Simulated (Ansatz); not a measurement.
# C₂H₁₀NPSi₂, SMILES C=C[SiH2]N[SiH2]P: a comparison of dispersion corrections

With the Ansatz DFT code, driven from Python.

Run as a notebook:

In [1]:
```python
import ansatz as az

geometry_ang = [
    ('C', (-2.7517, -1.3606, -0.2079)),
    ('C', (-2.0634, -0.7827, 0.7859)),
    ('Si', (-0.8708, 0.5987, 0.633)),
    ('N', (0.5861, -0.0622, 0.0791)),
    ('Si', (1.7029, 1.1753, -0.1927)),
    ('P', (3.5608, 0.1355, -0.7736)),
    ('H', (-2.6636, -1.0429, -1.2432)),
    ('H', (-3.4326, -2.1818, -0.0006)),
    ('H', (-2.1866, -1.1393, 1.803)),
    ('H', (-0.6663, 1.241, 1.9491)),
    ('H', (-1.3719, 1.563, -0.3717)),
    ('H', (0.4082, -0.5584, -0.7866)),
    ('H', (1.2426, 2.0022, -1.3289)),
    ('H', (1.9377, 1.9625, 1.0375)),
    ('H', (3.5859, -0.7773, 0.3057)),
    ('H', (2.9828, -0.7729, -1.6882)),
]
geometry = az.Crystal.molecule()
for symbol, xyz in geometry_ang:
    geometry = geometry.atom(symbol, xyz)
```

In [2]:
```python
job = geometry.calculation().basis(gaussian='def2-SVP')
for name in ['blyp', 'pbe']:
    for correction in ('d3bj', 'd4'):
        summary = job.functional(name, dispersion=correction).run(threads=1).report
        print(f'{name:8s} {correction:5s} total {summary["free_energy_ev"]:.5f} eV, of which dispersion {1000 * summary["dispersion"]["energy"]["ev"]:.2f} meV')
```
```text
blyp     d3bj  total -28758.57886 eV, of which dispersion -987.15 meV
blyp     d4    total -28758.54975 eV, of which dispersion -958.04 meV
pbe      d3bj  total -28743.01019 eV, of which dispersion -452.78 meV
pbe      d4    total -28743.00181 eV, of which dispersion -444.40 meV
```

Notes:
- Total energies depend on the basis set; only differences at equal settings carry meaning.
- The geometry is a force-field or estimated start, not a minimum of this method, and the basis set is short of its limit. D4 holds the three-body term, and d3bj doesn't.
- Timing: 19 s on 1 thread of Arm Neoverse V2, with other jobs on the host, peak memory 0.26 GiB.
